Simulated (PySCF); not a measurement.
# AgZn (ZnAg): the cost of one run

Computed with PySCF 2.14.0 and routines of our own; the level stands in each step. Atoms count from 0.

### 1 The starting structure

2 atoms, charge 0, multiplicity 2; geometry from: GFN2-xTB.

### 2 Relaxing the molecule at PBE0-D3(BJ)/def2-SVP

The job: settings as JSON, then the geometry in Å.

```
{"job": {"xc": "PBE0", "basis": "def2-SVP", "d3": "d3bj", "grid": 1, "maxiter": 30, "shake": 0.01, "kind": "geom"}, "charge": 0, "multiplicity": 2}
Zn     1.280150    -0.028770     0.001720
Ag    -1.262660    -0.000050    -0.013850
```

Started as:

```
$ OMP_NUM_THREADS=1 python heavy_run.py task.json out
```

One launch serves the whole session: the jobs run in the order shown.

Q: Estimate the wall time and peak memory of this first job on 1 thread of Arm Neoverse V2, shared host.

About 9.5 s, with a peak of 0.36 GiB.
